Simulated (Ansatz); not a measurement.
**ZnH2O2 + NH3: a complex and its separated parts**

The complex below is one end of an elementary step. How strongly is it bound against its free parts?

Method: PBE0-D4/def2-TZVP structures, single points in def2-TZVPP, no counterpoise correction; program: Ansatz 0.2.0, Gaussian basis.

Levels: SPW92, PBE-D4, BLYP-D4, r2SCAN-D4, B97M-V, PBE0-D4, B3LYP-D4, r2SCAN0-D4, BHLYP-D4, CAM-B3LYP-D4, wB97X-V, wB97M-V, B2PLYP, PBE-QIDH, RPA on PBE, Hartree-Fock, MP2, CCSD, CCSD(T).

Cores are frozen in the correlated methods. The 3s and 3p shells of Cu and Zn are frozen; filled d shells are correlated. B3LYP uses VWN-RPA correlation. B2PLYP carries no dispersion term here.

94 further runs of the same task are left out: 94 set aside as unsound or not needed. Runs told in other sessions of the task aren't counted.

### Step 1. Where the work starts

The complex: 9 atoms, charge 0, spin multiplicity 1.

Atoms are counted from 1 here; the program's logs count them from 0.

Bond lengths: Zn1–O2 1.816 Å, Zn1–O3 1.809 Å, Zn1–N5 2.158 Å, O2–H6 0.957 Å, O3–H7 0.958 Å, H4–N5 1.014 Å, N5–H8 1.013 Å, N5–H9 1.013 Å. Angles: O2–Zn1–O3 163.3°, O2–Zn1–N5 94.3°, O3–Zn1–N5 102.4°, Zn1–O2–H6 116.3°, Zn1–O3–H7 115.3°, Zn1–N5–H4 105.2°, Zn1–N5–H8 113.0°, Zn1–N5–H9 112.9°, H4–N5–H8 109.0°, H4–N5–H9 108.9°, H8–N5–H9 107.6°.

Geometry (Å):

```tsv
atom	x (Å)	y (Å)	z (Å)
Zn1	0.2075	0.3905	-0.6164
O2	1.8575	0.7047	0.0733
O3	-1.2385	0.3530	-1.7029
H4	0.3193	-0.7556	1.7300
N5	-0.4718	-0.7332	1.0960
H6	2.4554	1.2147	-0.4731
H7	-1.1343	0.8091	-2.5384
H8	-0.7375	-1.6829	0.8657
H9	-1.2576	-0.3004	1.5659
```

Its parts: ZnH2O2 holds atoms 1, 2, 3, 6, 7; NH3 holds atoms 4, 5, 8, 9. Each part counts its atoms afresh in its own runs.

### Step 2. Relaxing ZnH2O2 alone

relax-a/in.yaml

```yaml
crystal:
  periodic: [false, false, false]
  atoms:
    - {symbol: Zn, position_ang: [0.207475, 0.390502, -0.616392]}
    - {symbol: O, position_ang: [1.857503, 0.704746, 0.073327]}
    - {symbol: O, position_ang: [-1.238547, 0.352972, -1.702937]}
    - {symbol: H, position_ang: [2.455371, 1.214705, -0.473147]}
    - {symbol: H, position_ang: [-1.134316, 0.809103, -2.538361]}
basis:
  gaussian: {orbitals: def2-TZVP}
hamiltonian: {xc: pbe0, dispersion: d4}
relax: {f_tol: 0.005, max_steps: 200}
```

Launch:

```console
ansatz run in.yaml --threads 8 --pin off --events-out ev --progress --plain --max-ram 19148MiB
```

Further steps of the session: Relaxing NH3 alone; SPW92/def2-TZVPP; PBE-D4/def2-TZVPP; BLYP-D4/def2-TZVPP; r2SCAN-D4/def2-TZVPP; B97M-V/def2-TZVPP; PBE0-D4/def2-TZVPP; B3LYP-D4/def2-TZVPP; r2SCAN0-D4/def2-TZVPP; BHLYP-D4/def2-TZVPP; CAM-B3LYP-D4/def2-TZVPP; wB97X-V/def2-TZVPP; wB97M-V/def2-TZVPP; B2PLYP/def2-TZVPP; PBE-QIDH/def2-TZVPP; RPA on PBE/def2-TZVPP; CCSD(T)/def2-TZVPP; Vibrations of ZnH2O2; Vibrations of NH3.

Q: Predict the outcome of this session. Wanted: complex less parts, CCSD(T)/def2-TZVPP; with zero-point energy; largest T1 diagnostic.

**Answer**, as computed:

| quantity | value |
| --- | --- |
| complex less parts, CCSD(T)/def2-TZVPP | -81.1 kJ/mol |
| with zero-point energy | -70.1 kJ/mol |
| largest T1 diagnostic | 0.018 |

In words: At CCSD(T) the complex lies 81.1 kJ/mol below its parts. Among the functionals PBE0-D4 lands nearest to CCSD(T) (-1.2 kJ/mol) and SPW92 farthest (-18.4 kJ/mol). Mean unsigned error by rung: LDA 18.4, GGA 6.9, meta-GGA 4.1, hybrid 4.2, range-separated hybrid 1.9, double hybrid 4.3 kJ/mol. The double hybrids carry no dispersion term here, unlike the levels marked D4 or V. PBE-D4 gives a relative energy 4.5 kJ/mol too high, outside chemical accuracy (1 kcal/mol, 4.2 kJ/mol). No counterpoise was applied, and triple zeta lacks some correlation, so the CCSD(T) reference has a basis error of its own, and close matches with it are partly luck.
